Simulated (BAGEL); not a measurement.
# A workflow on BSiH3OF2 (SMILES FB(F)O[SiH3])

We compute the energy (HF/def2-SVP), then the energy (NEVPT2(2,2)/def2-SVP), then the energy (CASPT2(2,2)/def2-SVP) of BSiH3OF2. 

Program for the calculation: BAGEL 1.2.2.

1 further run of the same task is left out (set aside as unsound or not needed).

### Step 1. The structure to begin with

BSiH3OF2: 8 atoms, total charge 0, spin state singlet. As SMILES, `FB(F)O[SiH3]`. The B2–F3 distance was set to 2.522 Å, away from the relaxed value. At this shape a bond of the SMILES string is far longer than usual.

Bond lengths: F1–B2 1.319 Å, B2–O4 1.339 Å, O4–Si5 1.661 Å, Si5–H6 1.483 Å, Si5–H7 1.479 Å, Si5–H8 1.483 Å. Angles: F1–B2–O4 120.5°, B2–O4–Si5 133.7°, O4–Si5–H6 109.6°, O4–Si5–H7 106.3°, O4–Si5–H8 109.6°, H6–Si5–H7 110.5°, H6–Si5–H8 110.2°, H7–Si5–H8 110.5°.

### Step 2. A single-point energy at HF/def2-SVP (density fitting with svp-jkfit) (run 1)

The input, job.json:

```json
{ "bagel" : [

{
  "title" : "molecule",
  "basis" : "svp",
  "df_basis" : "svp-jkfit",
  "angstrom" : true,
  "geometry" : [
    { "atom" : "F", "xyz" : [       2.718622,      -1.457237,       0.880577 ] },
    { "atom" : "B", "xyz" : [       1.659722,      -0.782737,       0.476477 ] },
    { "atom" : "F", "xyz" : [      -0.607700,      -1.793900,       0.922400 ] },
    { "atom" : "O", "xyz" : [       1.800622,       0.394563,      -0.146423 ] },
    { "atom" : "Si", "xyz" : [       0.728922,       1.493863,      -0.779423 ] },
    { "atom" : "H", "xyz" : [      -0.160578,       1.996563,       0.294877 ] },
    { "atom" : "H", "xyz" : [       1.543522,       2.595463,      -1.336123 ] },
    { "atom" : "H", "xyz" : [      -0.072878,       0.848963,      -1.846723 ] }
  ]
},

{ "title" : "hf", "charge" : 0 },

{ "title" : "print", "file" : "orbitals.molden", "orbitals" : true }

]}
```

Launch:

```
$ BAGEL_NUM_THREADS=1 BAGEL job.json > job.out
```

The log of the run:

```text
* using 1 threads per process

  ===============================================================
  ===============================================================

  *** Geometry ***

  { "atom" : "F", "xyz" : [      5.137451,     -2.753779,      1.664049 ] },
  { "atom" : "B", "xyz" : [      3.136420,     -1.479159,      0.900411 ] },
  { "atom" : "F", "xyz" : [     -1.148387,     -3.389980,      1.743083 ] },
  { "atom" : "O", "xyz" : [      3.402682,      0.745616,     -0.276699 ] },
  { "atom" : "Si", "xyz" : [      1.377463,      2.822992,     -1.472896 ] },
  { "atom" : "H", "xyz" : [     -0.303448,      3.772957,      0.557237 ] },
  { "atom" : "H", "xyz" : [      2.916834,      4.904714,     -2.524907 ] },
  { "atom" : "H", "xyz" : [     -0.137719,      1.604308,     -3.489801 ] },

  Number of auxiliary basis functions:      488

  Since a DF basis is specified, we compute 2- and 3-index integrals:
    o Being stored without compression. Storage requirement is 0.031 GB

  Number of basis functions:       89
  Number of electrons      :       48

    * METHOD: MOLECULE                             0.23

  *** RHF ***

  === Nuclear Repulsion ===
   196.1345838473

      * DIIS with orbital gradients will be used.

  === RHF iteration (svp) ===
      0       -588.37931689          0.02235862           0.08
      1       -588.49658728          0.02016692           0.07
      2       -588.75157836          0.00270873           0.07
      3       -588.75665024          0.00115865           0.07
      4       -588.75778144          0.00024422           0.07
      5       -588.75788929          0.00010510           0.07
      6       -588.75791157          0.00005064           0.07
      7       -588.75791768          0.00001918           0.07
      8       -588.75791816          0.00000519           0.07
      9       -588.75791819          0.00000260           0.07
     10       -588.75791820          0.00000120           0.07
     11       -588.75791820          0.00000046           0.07
     12       -588.75791820          0.00000027           0.07
     13       -588.75791820          0.00000016           0.07
     14       -588.75791820          0.00000006           0.07
     15       -588.75791820          0.00000002           0.07
     16       -588.75791820          0.00000001           0.07
     17       -588.75791820          0.00000001           0.08
    * SCF iteration converged.

    * Permanent dipole moment:
           (   -1.476997,    -1.708022,     0.851695) a.u.

    * METHOD: HF                                   1.48

    * METHOD: PRINT                                0.02

  ===============================================================
```

Wall time 1.9 s (1 thread of Arm Neoverse V1, shared host); peak memory 0.14 GiB.

### Step 3. A single-point energy at NEVPT2(2,2)/def2-SVP (density fitting with svp-jkfit) (run 2)

The input, input.json:

```json
{ "bagel": [

{
  "title": "molecule",
  "basis": "svp",
  "df_basis": "svp-jkfit",
  "angstrom": true,
  "geometry": [
    { "atom": "F", "xyz": [    2.718622,   -1.457237,    0.880577 ] },
    { "atom": "B", "xyz": [    1.659722,   -0.782737,    0.476477 ] },
    { "atom": "F", "xyz": [   -0.607700,   -1.793900,    0.922400 ] },
    { "atom": "O", "xyz": [    1.800622,    0.394563,   -0.146423 ] },
    { "atom": "Si", "xyz": [    0.728922,    1.493863,   -0.779423 ] },
    { "atom": "H", "xyz": [   -0.160578,    1.996563,    0.294877 ] },
    { "atom": "H", "xyz": [    1.543522,    2.595463,   -1.336123 ] },
    { "atom": "H", "xyz": [   -0.072878,    0.848963,   -1.846723 ] }
  ]
},
{ "title": "hf" },
{ "title": "nevpt2", "nstate": 1, "nact": 2, "nclosed": 23, "active": [24, 25], "maxiter": 200, "natocc": true, "ncore": 9 },
{ "title": "print", "file": "orbitals.molden", "orbitals": true }

]}
```

Launch:

```
$ BAGEL_NUM_THREADS=1 BAGEL input.json > input.out
```

The log of the run:

```text
* using 1 threads per process

  ===============================================================
  ===============================================================

  *** Geometry ***

  { "atom" : "F", "xyz" : [      5.137451,     -2.753779,      1.664049 ] },
  { "atom" : "B", "xyz" : [      3.136420,     -1.479159,      0.900411 ] },
  { "atom" : "F", "xyz" : [     -1.148387,     -3.389980,      1.743083 ] },
[... 4 lines of this table left out ...]
  { "atom" : "H", "xyz" : [     -0.137719,      1.604308,     -3.489801 ] },

  Number of auxiliary basis functions:      488

  Since a DF basis is specified, we compute 2- and 3-index integrals:
    o Being stored without compression. Storage requirement is 0.031 GB

[... 18 lines left out ...]
    * SCF iteration converged.
[... 1 line left out ...]
    * Permanent dipole moment:
[... 28 lines left out ...]
    * Second-order optimization converged. *

     guess   0:   closed 1.                   open ..

  === FCI iteration ===

      0  0      -588.72817183     1.20e-01      0.00
      1  0      -588.80026195     4.16e-02      0.00
      2  0 *    -588.82008955     7.61e-16      0.00

     * ci vector, state   0, <S^2> = 0.0000
       2.     0.9267395651
       .2    -0.3757043764

  === DF-NEVPT2 calculation ===

    * 3-index integral transformation done
    * assembly done

      NEVPT2 correlation energy:   -0.6865316544      0.24

          (+0)     -0.5838978179
          (+0)'    -0.0281403872
          (+1)     -0.0237443653
          (+1)'    -0.0000000000
          (+2)     -0.0005382020
          (-1)     -0.0482064028
          (-1)'     0.0000000000
          (-2)     -0.0020044792

      NEVPT2 total energy:       -589.5066212089

    * METHOD: NEVPT2                               9.62

    * METHOD: PRINT                                0.02

  ===============================================================
```

Wall time 11 s (1 thread of Arm Neoverse V1, shared host); peak memory 0.14 GiB.

### Step 4. A single-point energy at CASPT2(2,2)/def2-SVP (density fitting with svp-jkfit) (run 3)

input.json, as its differences from that of step 3:

```diff
@@ -6,3 +6,3 @@
   "df_basis": "svp-jkfit",
-  "angstrom": true,
+  "angstrom": "true",
   "geometry": [
@@ -18,5 +18,29 @@
 },
-{ "title": "hf" },
-{ "title": "nevpt2", "nstate": 1, "nact": 2, "nclosed": 23, "active": [24, 25], "maxiter": 200, "natocc": true, "ncore": 9 },
-{ "title": "print", "file": "orbitals.molden", "orbitals": true }
+{
+  "title": "hf"
+},
+{
+  "title": "casscf",
+  "nstate": 1,
+  "nact": 2,
+  "nclosed": 23,
+  "active": [24, 25],
+  "maxiter": 200,
+  "natocc": "true"
+},
+{
+  "title": "print",
+  "file": "orbitals.molden",
+  "orbitals": "true"
+},
+{
+  "title": "smith",
+  "method": "caspt2",
+  "ms": "true",
+  "xms": "true",
+  "sssr": "true",
+  "shift": 0.2,
+  "shift_imag": "true",
+  "ncore": 9
+}
```

Launch:

```
$ BAGEL_NUM_THREADS=1 BAGEL input.json > input.out
```

The log of the run:

```text
* using 1 threads per process

  ===============================================================
  ===============================================================

  *** Geometry ***

  { "atom" : "F", "xyz" : [      5.137451,     -2.753779,      1.664049 ] },
  { "atom" : "B", "xyz" : [      3.136420,     -1.479159,      0.900411 ] },
  { "atom" : "F", "xyz" : [     -1.148387,     -3.389980,      1.743083 ] },
[... 4 lines of this table left out ...]
  { "atom" : "H", "xyz" : [     -0.137719,      1.604308,     -3.489801 ] },

  Number of auxiliary basis functions:      488

  Since a DF basis is specified, we compute 2- and 3-index integrals:
    o Being stored without compression. Storage requirement is 0.031 GB

[... 18 lines left out ...]
    * SCF iteration converged.
[... 1 line left out ...]
    * Permanent dipole moment:
[... 27 lines left out ...]
    * Second-order optimization converged. *
[... 9 lines left out ...]
     * ci vector, state   0, <S^2> = 0.0000
[... 16 lines left out ...]
    * Zeroth order energy : state  0       -0.7204277563
[... 4 lines left out ...]
       #      aibj      arbs      arbi      airj      risj      airs      arst      rist         Etot      error   time
[... 2 lines left out ...]
       0  -0.58252  -0.00232  -0.04968  -0.02574  -0.00077  -0.02801  -0.00000  -0.00000   -0.6890576  0.0010664   0.13
       1  -0.58259  -0.00233  -0.04980  -0.02587  -0.00080  -0.02824  -0.00000  -0.00000   -0.6896434  0.0001090   0.11
       2  -0.58259  -0.00233  -0.04979  -0.02588  -0.00080  -0.02825  -0.00000  -0.00000   -0.6896518  0.0000148   0.11
       3  -0.58259  -0.00233  -0.04979  -0.02588  -0.00080  -0.02825  -0.00000  -0.00000   -0.6896519  0.0000022   0.11
       4  -0.58259  -0.00233  -0.04979  -0.02588  -0.00080  -0.02825   0.00000  -0.00000   -0.6896519  0.0000003   0.12

      ------------------------------------------------------------------------------------------------------------------

    * CASPT2 energy : state  0     -589.5121690793
        w/o shift correction       -589.5097414653
        reference weight              0.8463491937

    * METHOD: SMITH                                0.86

  ===============================================================
```

Wall time 12 s (1 thread of Arm Neoverse V1, shared host); peak memory 0.25 GiB.

### Step 5. Summary of results

```
                                 quantity          value
         run 1, HF/def2-SVP: total energy  -588.75792 Eh
        run 1, HF/def2-SVP: dipole moment         6.13 D
          run 1, HF/def2-SVP: HOMO energy      -11.74 eV
          run 1, HF/def2-SVP: LUMO energy       -0.07 eV
        run 1, HF/def2-SVP: HOMO–LUMO gap       11.67 eV
run 2, NEVPT2(2,2)/def2-SVP: total energy  -589.50662 Eh
run 3, CASPT2(2,2)/def2-SVP: total energy  -589.51217 Eh
```
